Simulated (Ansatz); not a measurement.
What does this script print? It uses Ansatz 0.2.0, Python API.

The script, `ch7nsesi.py`:
```python
"""CH7NSeSi through the session interface."""

import ansatz as az

deck = {
    "crystal": {
        "periodic": [False, False, False],
        "atoms": [
            {"symbol": "N", "position_ang": [-0.2833, 1.5843, -0.379]},
            {"symbol": "C", "position_ang": [-0.5924, 0.1949, -0.2629]},
            {"symbol": "Si", "position_ang": [0.6763, -0.6337, 0.7998]},
            {"symbol": "Se", "position_ang": [-0.5199, -0.6142, -2.0309]},
            {"symbol": "H", "position_ang": [0.6355, 1.7633, -0.7863]},
            {"symbol": "H", "position_ang": [-0.3654, 2.078, 0.5596]},
            {"symbol": "H", "position_ang": [-1.56, 0.0468, 0.2042]},
            {"symbol": "H", "position_ang": [0.4417, -2.0516, 0.9234]},
            {"symbol": "H", "position_ang": [0.7056, -0.0065, 2.1928]},
            {"symbol": "H", "position_ang": [2.0382, -0.4631, 0.227]},
            {"symbol": "H", "position_ang": [-1.111, -1.9551, -1.427]},
        ],
    },
    "basis": {"gaussian": {"orbitals": "def2-SVP"}},
    "hamiltonian": {"xc": "r2scan"},
}
session = az.Session.from_dict(deck)
report = session.plan(threads=1).execute().report

print("reference energy %16.6f eV" % report["reference_energy_ev"])
print("total energy     %16.6f eV" % report["free_energy_ev"])
print("occupied orbitals outside the frozen core (up, down):", report["n_occupied"], " frozen:", report["n_frozen"], " virtual:", report["n_virtual"])
symbols = ["N", "C", "Si", "Se", "H", "H", "H", "H", "H", "H", "H"]
```

```console
$ python ch7nsesi.py
reference energy    -75852.486436 eV
total energy        -75852.486436 eV
occupied orbitals outside the frozen core (up, down): [34, 34]  frozen: 0  virtual: [79, 79]
```

What to keep in mind:
- Total energies depend on the basis set; only differences at equal settings carry meaning.
- The geometry is a force-field or estimated start, not a minimum of this method, and the basis set is short of its limit.
- Run time: 3.3 s on 1 thread of Intel(R) Xeon(R) Platinum 8488C (Sapphire Rapids), on a shared host, peak memory 0.22 GiB.

(Lines on the test bed's own set-up are left out of the output.)
